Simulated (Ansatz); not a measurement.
# C: the cost of one run

Program: Ansatz 0.2.0. Level of theory: DFT LDA, scalar-relativistic, plane waves, PAW. These are calculated values, not measurements.

The COD entry's cell or inner coordinates are ideal or old and differ from later refinements, so a difference from it is no clean test against experiment.

## Step 1: The starting structure

Symmetry: P6_3/mmc, No. 194, hexagonal system. The conventional cell has a = 2.445 Å, b = 2.445 Å, c = 6.655 Å, α = 90.00°, β = 90.00°, γ = 120.00°. Around C (site symmetry -6m2) lie 3 C at 1.41 Å.

As a file:

```
CELL_PARAMETERS angstrom
2.44496 0.00000 0.00000
-1.22248 2.11740 0.00000
0.00000 0.00000 6.65476
ATOMIC_POSITIONS crystal
C 0.00000 0.00000 0.00250
C 0.00000 0.00000 0.50250
C 0.33333 0.66667 0.00250
C 0.66667 0.33333 0.50250
```

It is the result of an earlier relaxation at this level (volume 8.61 Å³/atom; gap on the mesh: none (metal)).

## Step 2: A stricter relaxation, with the smearing for a metal

The response runs start from a cell at rest, found with their own mesh and filling of the bands.

input.yaml reads:

```yaml
crystal:
  lattice:
    - [2.4449648079, 0.0, 0.0]
    - [-1.2224824039, 2.117401635, 0.0]
    - [0.0, 0.0, 6.6547622558]
  atoms:
    - { symbol: C, position: [0.0, 0.0, 0.0025] }
    - { symbol: C, position: [0.0, 0.0, 0.5025] }
    - { symbol: C, position: [0.3333333333, 0.6666666667, 0.0025] }
    - { symbol: C, position: [0.6666666667, 0.3333333333, 0.5025] }
basis:
  ecutwfc: 420
kpoints:
  mp_grid: { grid: [18, 18, 6] }
hamiltonian:
  xc: lda
scf:
  occupations: { method: fermi_dirac, width: 0.15 }
output:
  forces: true
  stress: true
  eigenvalues: true
relax:
  adjacent_minimum: "off"
  f_tol: 0.001
  max_steps: 60
  cell: { stress_tol: 0.01 }
```

On the command line:

```console
$ ansatz run input.yaml --threads 1 --pin off --max-ram 3072MiB --backend cpu --events-out ev --progress --plain --runs-dir out
```

**Question.** How long does this run take on 1 thread of AMD EPYC (Zen 3), shared host, and how much memory does it need?

About 23 s, with a peak of 0.36 GiB.
